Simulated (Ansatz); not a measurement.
**SnH4 (SMILES [SnH4]): levels of theory compared**

Wanted: a comparison of 6 runs (UHF/STO-3G, UB3LYP/STO-3G, UMP2/STO-3G, CCSD(T)/STO-3G, UCCSD(T)/STO-3G, FCI/STO-3G) of SnH4. 

The calculation is run with Ansatz 0.2.0.

32 further runs of the same task are left out: 3 that didn't finish, 29 set aside as unsound or not needed.

## 1. The system as given

SnH4 has 5 atoms, charge 0, and is taken as a singlet. As SMILES, `[SnH4]`. The H4–Sn1 distance was set to 2.130 Å, away from the relaxed value.

Bond lengths: Sn1–H2 1.704 Å, Sn1–H3 1.704 Å, Sn1–H5 1.704 Å. Angles: H2–Sn1–H3 109.5°, H2–Sn1–H5 109.5°, H3–Sn1–H5 109.5°.

## 2. The energy at UHF/STO-3G (run 1)

File in.yaml:

```yaml
crystal:
  periodic: [false, false, false]
  atoms:
    - {symbol: Sn, position_ang: [0.029243, 0.243691, 0.348209]}
    - {symbol: H, position_ang: [0.853133, -0.609799, 1.571109]}
    - {symbol: H, position_ang: [-1.534397, 0.647101, 0.891309]}
    - {symbol: H, position_ang: [-0.116810, -0.974610, -1.392490]}
    - {symbol: H, position_ang: [0.885683, 1.668321, -0.025471]}
basis:
  gaussian:
    orbitals: STO-3G
total_charge: 0
magnetization:
  spin_polarized: true
  initial_magnetization: 0
hamiltonian:
  xc: hf
accuracy: high
```

The run is started by

```
ansatz run in.yaml --threads 1 --pin off --max-ram 3480MiB --events-out events.jsonl --progress --plain --runs-dir runs
```

The program printed:

```text
Warning: RAYON_NUM_THREADS=1 ignored (pool sized by the plan → 1); use --threads N
Functional definition: HF
  name "HF"
  exchange = exact_x
  correlation = 0
543 factors; integrals over basis functions are off by at most 4.9e-9 eV
mean field evaluation 1: about -162330.7959 eV, gradient 4.4e0 eV
mean field evaluation 2: about -162330.7563 eV, gradient 4.3e0 eV
mean field evaluation 4: about -162331.0057 eV, gradient 9.7e-2 eV
mean field evaluation 8: about -162331.0054 eV, gradient 3.0e-5 eV
mean field evaluation 16: about -162330.7962 eV, gradient 1.5e0 eV
mean field evaluation 32: about -162331.0517 eV, gradient 8.8e-3 eV
mean field -162331.00540794 eV, -5965.5544168342 hartree, gradient 1.1e-8 eV, S^2 0.000000; 1 other end points of the search recorded, 0 dependent functions left out
reference -162331.00540794 eV, -5965.5544168342 hartree; 27, 27 occupied and 4, 4 virtual orbitals, 543 factors
Total energy: -162331.00540794 eV, -5965.5544168342 hartree
```

Run time: 0.5 s. Hardware: 1 thread of Arm Neoverse V2, shared host.

## 3. A single-point energy at UB3LYP/STO-3G (run 2)

File run.yaml:

```yaml
crystal:
  periodic: [false, false, false]
  atoms:
    - {symbol: Sn, position_ang: [0.029243, 0.243691, 0.348209]}
    - {symbol: H, position_ang: [0.853133, -0.609799, 1.571109]}
    - {symbol: H, position_ang: [-1.534397, 0.647101, 0.891309]}
    - {symbol: H, position_ang: [-0.116810, -0.974610, -1.392490]}
    - {symbol: H, position_ang: [0.885683, 1.668321, -0.025471]}
basis:
  gaussian:
    orbitals: STO-3G
magnetization:
  spin_polarized: true
  initial_magnetization: 0
hamiltonian:
  xc: {name: B3LYP}
accuracy: high
```

The run is started by

```
ansatz run run.yaml --threads 1 --pin off --max-ram 3480MiB --events-out events.jsonl --progress --plain --runs-dir runs
```

The program printed:

```text
Warning: RAYON_NUM_THREADS=1 ignored (pool sized by the plan → 1); use --threads N
Functional definition: B3LYP
  name "B3LYP"
  parameter a0 = 0.2
  parameter ax = 0.72
  parameter ac = 0.81
  exchange = (1 - a0 - ax)*slater_x + ax*b88_x + a0*exact_x
  correlation = (1 - ac)*vwn_rpa_c + ac*lyp_c
543 factors; integrals over basis functions are off by at most 4.9e-9 eV
mean field evaluation 1: about -162388.2488 eV, gradient 7.2e0 eV
mean field evaluation 2: about -162388.4363 eV, gradient 5.6e0 eV
mean field evaluation 4: about -162388.7973 eV, gradient 5.7e-2 eV
mean field evaluation 8: about -162388.6917 eV, gradient 6.2e-4 eV
mean field -162388.69171051 eV, -5967.6743493526 hartree, gradient 2.3e-8 eV, S^2 0.000000; 0 other end points of the search recorded, 0 dependent functions left out
reference -162388.69173672 eV, -5967.6743503159 hartree; 27, 27 occupied and 4, 4 virtual orbitals, 543 factors
Total energy: -162388.69173672 eV, -5967.6743503159 hartree
```

Run time: 2.1 s. Hardware: 1 thread of Arm Neoverse V2, shared host; peak memory 0.15 GiB.

Run 3 isn't shown in full; the table further down has it.

## 4. The energy at CCSD(T)/STO-3G (run 4)

File input.yaml:

```yaml
crystal:
  periodic: [false, false, false]
  atoms:
    - {symbol: Sn, position_ang: [0.029243, 0.243691, 0.348209]}
    - {symbol: H, position_ang: [0.853133, -0.609799, 1.571109]}
    - {symbol: H, position_ang: [-1.534397, 0.647101, 0.891309]}
    - {symbol: H, position_ang: [-0.116810, -0.974610, -1.392490]}
    - {symbol: H, position_ang: [0.885683, 1.668321, -0.025471]}
basis:
  gaussian:
    orbitals: STO-3G
correlation:
  method: ccsd_t
  frozen_orbitals: {H: 0, Sn: 18}
accuracy: high
scf:
  omitted_lower_state_checks: [cluster_reference, increment]
```

The run is started by

```
ansatz run input.yaml --threads 1 --pin off --max-ram 3480MiB --events-out events.jsonl --progress --plain --runs-dir runs
```

The program printed:

```text
Warning: RAYON_NUM_THREADS=1 ignored (pool sized by the plan → 1); use --threads N
[... 11 lines left out ...]
18 core orbitals not correlated: weight in the atoms' cores, before any rotation towards them, 1.000 or more for the frozen orbitals, at most 0.000 for the correlated occupied ones
[... 23 lines left out ...]
Total energy: -162333.18930960 eV, -5965.6346737401 hartree
Checks for a lower state left out: cluster_reference, increment
```

Wall time 0.44 s (1 thread of Arm Neoverse V2, shared host).

Run 5 isn't shown in full; the table further down has it.

## 5. A single-point energy at FCI/STO-3G (run 6)

File molecule.yaml:

```yaml
crystal:
  periodic: [false, false, false]
  atoms:
    - {symbol: Sn, position_ang: [0.029243, 0.243691, 0.348209]}
    - {symbol: H, position_ang: [0.853133, -0.609799, 1.571109]}
    - {symbol: H, position_ang: [-1.534397, 0.647101, 0.891309]}
    - {symbol: H, position_ang: [-0.116810, -0.974610, -1.392490]}
    - {symbol: H, position_ang: [0.885683, 1.668321, -0.025471]}
basis:
  gaussian: {orbitals: STO-3G}
accuracy: high
correlation: {method: fci, frozen_orbitals: {H: 0, Sn: 18}}
```

The run is started by

```
ansatz run molecule.yaml --threads 1 --pin off --max-ram 3480MiB --events-out events.jsonl --progress --plain --runs-dir runs
```

The program printed:

```text
Warning: RAYON_NUM_THREADS=1 ignored (pool sized by the plan → 1); use --threads N
[... 4 set-up lines as earlier in the session ...]
543 factors; integrals over basis functions are off by at most 4.9e-9 eV
mean field evaluation 1: about -162330.7959 eV, gradient 6.2e0 eV
mean field evaluation 2: about -162330.7563 eV, gradient 6.1e0 eV
mean field evaluation 4: about -162331.0057 eV, gradient 1.4e-1 eV
mean field evaluation 8: about -162331.0054 eV, gradient 4.3e-5 eV
mean field -162331.00540794 eV, -5965.5544168343 hartree, gradient 1.6e-8 eV, S^2 0.000000; 0 other end points of the search recorded, 0 dependent functions left out
18 core orbitals not correlated: weight in the atoms' cores, before any rotation towards them, 1.000 or more for the frozen orbitals, at most 0.000 for the correlated occupied ones
reference -162331.00540794 eV, -5965.5544168343 hartree; 9, 9 occupied and 4, 4 virtual orbitals, 543 factors
state -162333.19796701 eV, -5965.6349918941 hartree
Total energy: -162333.19796701 eV, -5965.6349918941 hartree
```

Wall time 1.4 s (1 thread of Arm Neoverse V2, shared host); peak memory 0.11 GiB.

## 6. The series

| run | level | frozen core orbitals | energy (Eh) | wall time |
| --- | --- | --- | --- | --- |
| 1 | UHF/STO-3G | – | -5965.554417 | 0.5 s |
| 2 | UB3LYP/STO-3G | – | -5967.674350 | 2.1 s |
| 3 | UMP2/STO-3G | 18 | -5965.604172 | 0.48 s |
| 4 | CCSD(T)/STO-3G | 18 | -5965.634674 | 0.44 s |
| 5 | UCCSD(T)/STO-3G | 18 | -5965.634674 | 0.61 s |
| 6 | FCI/STO-3G | 18 | -5965.634992 | 1.4 s |

## 7. Results

| quantity | value |
| --- | --- |
| run 6: total energy | -5965.63499 Eh |
| run 6: correlation energy (18 core orbitals frozen) | -80.6 mEh |

Against full CI in this basis: UHF +80.6 mEh; UMP2 +30.8 mEh; CCSD(T) +0.3 mEh; UCCSD(T) +0.3 mEh. In runs 1, 2, 3, 4, 5, 6 the basis is minimal, so the values are rough. In runs 1, 2, 3, 4, 5, 6 relativity is left out where basis or elements ask for it. All runs together took 5.5 s, the longest 2.1 s.
